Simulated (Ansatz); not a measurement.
Ti, space group P6/mmm: a comparison of functionals at one structure, run with Ansatz 0.2.0 through its Python package.

`xc_ti.py`
```python
"""Functional comparison for Ti (totals differ with the potentials too)."""

import warnings

import ansatz as az
import pandas as pd

warnings.simplefilter("ignore", az.DeckWarning)

lattice = az.Lattice.of(
    [4.6, 0.0, 0.0],
    [-2.3, 3.983717, 0.0],
    [0.0, 0.0, 2.82],
)
sites = [
    ("Ti", [0.0, 0.0, 0.0]),
    ("Ti", [1 / 3, 2 / 3, 0.5]),
    ("Ti", [2 / 3, 1 / 3, 0.5]),
]
system = az.Crystal(lattice=lattice)
for symbol, position in sites:
    system = system.atom(symbol, position)

calc = (
    system.calculation()
    .basis(420)
    .kpoints(mesh=(8, 8, 12))
    .occupations("methfessel_paxton", width=50 * az.meV)
    .stress()
)

rows = []
for value in ["blyp", "pbesol", "lda"]:
    r = calc.functional(value).run().report
    rows.append((value, r["free_energy_ev"] / len(r["lattice"]["sites"]), r["n_iterations"], sum(r["stress_gpa"][i][i] for i in range(3)) / 3, r["n_kpoints"]))

table = pd.DataFrame(rows, columns=["functional", "F/atom (eV)", "iterations", "P (GPa)", "k-points"])
print(table.round(5).to_string(index=False))
```

Rank the functionals by the pressure that they give at this structure. What does the order say about their lattices?

From lowest to highest: LDA (-9.1 GPa), PBEsol (-4.9 GPa) and BLYP (2.1 GPa). At a fixed cell a lower pressure usually means a smaller equilibrium volume, so LDA prefers the smallest cell and BLYP the largest.

What the script printed:

Running `python xc_ti.py` prints:
```text
functional  F/atom (eV)  iterations  P (GPa)  k-points
      blyp  -2505.89224           7  2.05352        70
    pbesol  -2473.89846           7 -4.87252        70
       lda  -2450.28226           7 -9.12106        70
```

What to keep in mind:
- BLYP can be off by several per cent in the lattices of metals, and by several GPa in the pressure at a fixed cell.
- Pressure is positive in compression.
- This isn't the structure that Ti takes at ambient conditions.
- Total energies of different functionals can't be compared; pressures, moments and gaps at this one structure can.
- Wall time of the script: 9.1 s on 1 thread of Intel(R) Xeon(R) Processor @ 2.30GHz (shared host), peak memory 0.58 GiB.
